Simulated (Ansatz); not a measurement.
# CH₃F₃SeTi: basis-set convergence

One table from this session's results is given with a row withheld; the runs are named, their logs left out.

Program: Ansatz 0.2.0, Gaussian basis. Level of theory: one geometry, several basis sets. These are calculated values, not measurements.

Plan: PBE0-D4/def2-SVP; ωB97M-V/def2-SVP; PBE0-D4/def2-QZVPP; ωB97M-V/def2-QZVPP; the functionals' def2-TZVPP values are taken from earlier runs.

## Structure used throughout

The geometry comes from an earlier relaxation with PBE0-D4 in a triple-zeta def2 set; it is a stationary point, not always the lowest conformer.

SMILES `C[Se][Ti]([F])([F])[F]`, 9 atoms, charge 0, spin multiplicity 1.

Atoms are counted from 1 here; the program's logs count them from 0.

Bond lengths: C1–Se2 1.967 Å, C1–H7 1.088 Å, C1–H8 1.088 Å, C1–H9 1.088 Å, Se2–Ti3 2.389 Å, Ti3–F4 1.751 Å, Ti3–F5 1.751 Å, Ti3–F6 1.742 Å. Angles: Se2–C1–H7 106.2°, Se2–C1–H8 110.1°, Se2–C1–H9 110.1°, H7–C1–H8 109.7°, H7–C1–H9 109.7°, H8–C1–H9 111.0°, C1–Se2–Ti3 93.0°, Se2–Ti3–F4 107.7°, Se2–Ti3–F5 107.7°, Se2–Ti3–F6 106.7°, F4–Ti3–F5 107.9°, F4–Ti3–F6 113.3°, F5–Ti3–F6 113.3°.

As a file:

```tsv
atom	x (Å)	y (Å)	z (Å)
C1	1.11598	-0.87383	0.74839
Se2	1.26360	0.87493	-0.14103
Ti3	-1.04663	0.90435	-0.74685
F4	-1.98515	0.77372	0.72579
F5	-1.36177	-0.52166	-1.71313
F6	-1.31881	2.39437	-1.60763
H7	2.11018	-1.10703	1.12464
H8	0.41481	-0.81261	1.57804
H9	0.80779	-1.63224	0.03177
```

The first run:

Contents of in.yaml:

```yaml
crystal:
  periodic: [false, false, false]
  atoms:
    - {symbol: C, position_ang: [1.115976, -0.873829, 0.748391]}
    - {symbol: Se, position_ang: [1.263603, 0.874934, -0.141029]}
    - {symbol: Ti, position_ang: [-1.046628, 0.904354, -0.746847]}
    - {symbol: F, position_ang: [-1.985151, 0.773724, 0.725786]}
    - {symbol: F, position_ang: [-1.361772, -0.521660, -1.713125]}
    - {symbol: F, position_ang: [-1.318805, 2.394367, -1.607632]}
    - {symbol: H, position_ang: [2.110180, -1.107026, 1.124639]}
    - {symbol: H, position_ang: [0.414809, -0.812613, 1.578045]}
    - {symbol: H, position_ang: [0.807787, -1.632240, 0.031770]}
basis:
  gaussian: {orbitals: def2-SVP}
hamiltonian: {xc: pbe0, dispersion: d4}
output: {orbitals: {seedname: orbitals}}
```

The run is started by

```console
> ansatz run in.yaml --threads 4 --pin off --events-out ev --progress --plain --max-ram 11315MiB
```

Among the steps run: PBE0-D4 in def2-SVP; ωB97M-V in def2-SVP; PBE0-D4 in def2-QZVPP; ωB97M-V in def2-QZVPP.

One table of the session follows, with a row left open; its other results are not shown here.

It belongs to the step «Density functionals: the series». 

```
functional       basis  HOMO (eV)  LUMO (eV)
   PBE0-D4    def2-SVP      -7.35      -2.97
   PBE0-D4  def2-TZVPP          ?          ?
   PBE0-D4  def2-QZVPP      -7.40      -2.90
   ωB97M-V    def2-SVP      -9.39      -0.70
   ωB97M-V  def2-TZVPP      -9.48      -0.69
   ωB97M-V  def2-QZVPP      -9.48      -0.68
```

**Question.** Estimate the row for PBE0-D4, def2-TZVPP.

The run gave: HOMO (eV): -7.41; LUMO (eV): -2.91. In the column «HOMO (eV)» it lies between ωB97M-V, def2-SVP (-9.39) and PBE0-D4, def2-QZVPP (-7.40).
